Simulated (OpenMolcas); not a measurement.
**A workflow on Si**

We compute a series of 9 runs (ROHF/cc-pVDZ, CASSCF(4,4)/cc-pVDZ, CASPT2(4,4)/cc-pVDZ, CASPT2[IPEA 0](4,4)/cc-pVDZ, SC-NEVPT2(4,4)/cc-pVDZ, PC-NEVPT2(4,4)/cc-pVDZ, MC-PDFT[tPBE](4,4)/cc-pVDZ, MC-PDFT[ftPBE](4,4)/cc-pVDZ, and more) of Si. 

Program for the calculation: OpenMolcas 26.06.

70 further runs of the same task are left out: 70 set aside as unsound or not needed.

**1. The energy at ROHF/cc-pVDZ (run 1)**

coord.xyz

```xyz
1

Si     0.000000     0.000000     0.000000
```

step1.inp

```
&GATEWAY
BasLib=$CurrDir
Coord=coord.xyz
Basis=cc-pVDZ
Group=NoSym
&SEWARD
&SCF
UHF
Spin=3
PrOrbitals=1
&RASSCF
FileOrb=$Project.UnaOrb
Spin=3
Nactel=2 0 0
Inactive=6
Ras2=2
OutOrbitals=Canonical
OrbListing=Nothing
```

The basis set cc-pVDZ is read from a file made from the Basis Set Exchange's data (not shown).

Launch:

```bash
$ export MOLCAS_MEM=1860
$ pymolcas step1.inp > step1.log
```

The log of the run:

```text
--- Start Module: gateway ---
[...]
--- Stop Module: gateway /rc=_RC_ALL_IS_WELL_ ---
[...]
      Basis functions           18
[...]
--- Start Module: scf ---
[...]
       Convergence after  19 Iterations
[...]
::    Total SCF energy                               -288.8500765667
[...]
      Total spin, S                                     1.0036455506
[...]
--- Stop Module: scf /rc=_RC_ALL_IS_WELL_ ---
--- Start Module: rasscf ---
[...]
      Number of active orbitals                  2
[...]
      Spin quantum number                      1.0
[...]
      Active orbitals                            2
[...]
      Number of CSFs                             1
[...]
      Number of root(s) required                 1
[...]
      Convergence after  7 iterations
[...]
      printout of CI-coefficients larger than  0.05 for root  1
      energy=    -288.846437
      conf/sym  11     Coeff  Weight
             1  uu   1.00000 1.00000
      Natural orbitals and occupation numbers for root  1
      sym 1:   1.000000   1.000000
      ************************************************************************************************************************
      *                                                    Final results                                                     *
[...]
::    RASSCF root number  1 Total energy:   -288.84643692
[...]
      Total electronic charge=   14.000000
      Total            charge=   -0.000000
[...]
      Dipole Moment (debye):
      Origin of the operator (angstrom)=    0.0000    0.0000    0.0000
                   X= -3.1328E-13               Y=  6.8560E-14               Z=  1.2440E-13           Total=  3.4398E-13
      Quadrupole Moment (debye*angstrom):
[...]
--- Stop Module: rasscf /rc=_RC_ALL_IS_WELL_ ---
[...]
```

It took 1.4 s on 1 thread of Intel Xeon 6975P-C (Granite Rapids), shared host; peak memory 0.37 GiB.

**2. The Si atom: the energy at CASSCF(4,4)/cc-pVDZ (run 2)**

coord.xyz is that of step 1.

step2.input

```
&GATEWAY
 BasLib
 $CurrDir
 Coord
 coord.xyz
 Basis
 cc-pVDZ
 Group
 NoSym

&SEWARD

&RASSCF
 FileOrb
 $CurrDir/step1.RasOrb
 Spin
 3
 Nactel
 4 0 0
 Inactive
 5
 Ras2
 4
 OrbListing
 Nothing
 OrbAppear
 Compact
```

The basis set cc-pVDZ is read from a file made from the Basis Set Exchange's data (not shown).

Run the same way, it converges to -288.85968 Eh (log not shown).

Runs 3 to 8 aren't shown in full; the table further down has their settings and results.

**3. The Si atom: a single-point energy at MRCI(4,4)/cc-pVDZ (run 9)**

coord.xyz is that of step 2.

step9.inp

```
* Si MRCI
&GATEWAY
BasLib=$CurrDir
Coord=coord.xyz
Basis=cc-pVDZ
Group=NoSym
&SEWARD
&RASSCF
FileOrb=$CurrDir/step2.RasOrb
Spin=3
Nactel=4 0 0
Inactive=5
Ras2=4
OrbListing=Nothing
OrbAppear=Compact
&MOTRA
LumOrb
Frozen=5
&GUGA
Electrons=4
Spin=3
Inactive=0
Active=4
CIAll=1
&MRCI
SDCI
```

The basis set cc-pVDZ is read from a file made from the Basis Set Exchange's data (not shown).

Launch:

```bash
$ export MOLCAS_MEM=1860
$ pymolcas step9.inp > step9.log
```

The log of the run:

```text
--- Start Module: gateway ---
[...]
--- Stop Module: gateway /rc=_RC_ALL_IS_WELL_ ---
[...]
      Basis functions           18
[...]
      Number of active orbitals                  4
[...]
      Spin quantum number                      1.0
[...]
      Active orbitals                            4
[...]
      Number of CSFs                            15
[...]
      Number of root(s) required                 1
[...]
      Convergence after  4 iterations
[...]
      printout of CI-coefficients larger than  0.05 for root  1
      energy=    -288.859676
      conf/sym  1111     Coeff  Weight
             1  2uu0  -0.99005 0.98019
            15  0uu2   0.14075 0.01981
      Natural orbitals and occupation numbers for root  1
      sym 1:   1.960381   1.000000   1.000000   0.039619
      ************************************************************************************************************************
      *                                                    Final results                                                     *
[...]
::    RASSCF root number  1 Total energy:   -288.85967553
[...]
      Dipole Moment (debye):
      Origin of the operator (angstrom)=    0.0000    0.0000    0.0000
                   X= -6.0256E-14               Y=  4.4068E-14               Z=  3.4798E-14           Total=  8.2363E-14
      Quadrupole Moment (debye*angstrom):
[...]
      *** WARNING: Default frozen orbitals is overwritten by user input.
      *** Default values:   2
[...]
--- Start Module: guga ---
[...]
--- Stop Module: guga /rc=_RC_ALL_IS_WELL_ ---
--- Start Module: mrci ---
[...]
       (But an ACPF correction will be computed)
       USE THE DEFAULT ACPF G-VALUE GFAC=  0.50000000000000000
[...]
                      CI ENERGY:  -288.91462280
[...]
                ACPF CORRECTION:    -0.00139588
[...]
      Total electronic charge=   14.000000
      Total            charge=   -0.000000
[...]
     ACPF CORRECTION:     -0.00139588
[...]
  CI State   1     Total energy:   -288.91462280     QDav:     -0.00286453     QACPF:     -0.00139588
[...]
--- Stop Module: mrci /rc=_RC_ALL_IS_WELL_ ---
[...]
```

It took 1.1 s on 1 thread of Intel Xeon 6975P-C (Granite Rapids), shared host; peak memory 0.37 GiB.

**4. All runs side by side**

```csv
run,level,active rule,inactive,energy (Eh),dipole moment (D) of the reference,wall time
1,ROHF/cc-pVDZ,–,–,-288.846437,0.00,1.4 s
2,"CASSCF(4,4)/cc-pVDZ",full valence,5,-288.859676,0.00,1.1 s
3,"CASPT2(4,4)/cc-pVDZ",full valence,5,-288.897904,0.00,1.1 s
4,"CASPT2[IPEA 0](4,4)/cc-pVDZ",full valence,5,-288.905684,0.00,1.1 s
5,"SC-NEVPT2(4,4)/cc-pVDZ",full valence,5,-288.900983,0.00,1.1 s
6,"PC-NEVPT2(4,4)/cc-pVDZ",full valence,5,-288.901135,0.00,1.1 s
7,"MC-PDFT[tPBE](4,4)/cc-pVDZ",full valence,5,-289.213454,0.00,1.1 s
8,"MC-PDFT[ftPBE](4,4)/cc-pVDZ",full valence,5,-289.278672,0.00,1.2 s
9,"MRCI(4,4)/cc-pVDZ",full valence,5,-288.914623,0.00,1.1 s
```

**5. What came out**

```
                                      quantity          value
                  Si atom, run 9: total energy  -288.91462 Eh
Si atom, run 9: dipole moment (CASSCF density)         0.00 D
```

In words: Below the ROHF energy at the same shape and in the same basis (cc-pVDZ): CASSCF(4,4) -13.2 mEh; CASPT2(4,4) -51.5 mEh; CASPT2[IPEA 0](4,4) -59.2 mEh; SC-NEVPT2(4,4) -54.5 mEh; PC-NEVPT2(4,4) -54.7 mEh; MRCI(4,4) -68.2 mEh. Active-space methods hold only the correlation inside their space unless a perturbation or CI step follows. All runs together took 10 s, the longest 1.4 s.
